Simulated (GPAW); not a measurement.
An input for GPAW 26.7.0 (Ca):

The input run.py:

```python
import numpy as np
import time
from ase import units
from ase.calculators.mixing import SumCalculator
from ase.io import read
from ase.md.nvtberendsen import NVTBerendsen
from ase.md.velocitydistribution import MaxwellBoltzmannDistribution, Stationary
from dftd3.ase import DFTD3
from gpaw import GPAW, PW, setup_paths

setup_paths.insert(0, '.')

atoms = read('POSCAR')
atoms.pbc = (True, True, False)

calc = GPAW(mode=PW(420),
            xc='PBEsol',
            kpts={'size': (4, 4, 1), 'gamma': True},
            occupations={'name': 'fermi-dirac', 'width': 0.1},
            nbands=33,
            convergence={'density': 1e-05},
            maxiter=75,
            poissonsolver={'dipolelayer': 'xy'},
            symmetry={'point_group': False},
            txt='gpaw.txt')
atoms.calc = SumCalculator([calc, DFTD3(method='pbesol', damping='d3op')])
rng = np.random.default_rng(775)
MaxwellBoltzmannDistribution(atoms, temperature_K=1000, force_temp=True, rng=rng)
Stationary(atoms)
dyn = NVTBerendsen(atoms, 3.0 * units.fs, temperature_K=1000, taut=50 * units.fs,
      trajectory='md.traj', logfile='-')
start = time.time()
for _ in dyn.irun(20):
    if time.time() - start > 110:  # wall-time guard, s
        break
```

Contents of POSCAR:

```
Ca
1.0
    3.8460739625      0.0000000000      0.0000000000
   -1.5604914631      3.5152740033      0.0000000000
    0.0000000000      0.0000000000     24.5634691924
Ca
4
Direct
    0.1372894880      0.8627105120      0.3053314636
    0.5621491467      0.4378508533      0.4351104879
    0.9870088054      0.0129911946      0.5648895121
    0.4118684641      0.5881315359      0.6946685364
```

Potentials or basis: PAW data sets generated in the run's folder for this functional, pw.

Command:

```sh
$ gpaw-setup -f PBEsol Ca
$ OMP_NUM_THREADS=1 python run.py
```

How does this run end?

The run stopped without a result. It printed:

gpaw.txt:

```text
__  _  _
 | _ |_)|_||  |
 |__||  | ||/\| - 26.7.0

Input parameters:
  mode=PW(ecut=420.0),
  convergence={'density': 1e-05},
  kpts=MonkhorstPack(size=(4, 4, 1), gamma=True),
  maxiter=75,
  nbands=33,
[... 207 lines left out ...]

No gap
No difference between direct/indirect transitions
vacuum-level: 3.339  # V
Workfunctions: 2.995, 2.994 eV (top, bottom)

Forces  # eV/Ang
|        x |        y |        z |
|----------|----------|----------|
|  0.01003 | -0.00652 |  0.14256 |  # Ca   0
| -0.00120 |  0.00079 | -0.05848 |  # Ca   1
|  0.00122 | -0.00079 |  0.05849 |  # Ca   2
| -0.01002 |  0.00651 | -0.14212 |  # Ca   3
```

On the terminal:

```text
Time[ps]      Etot[eV]     Epot[eV]     Ekin[eV]    T[K]
[... 23 lines left out ...]
  File "dftd3/ase.py", line 355, in _create_damping_param
ase.calculators.calculator.InputError: Cannot construct damping parameter for dftd3
```
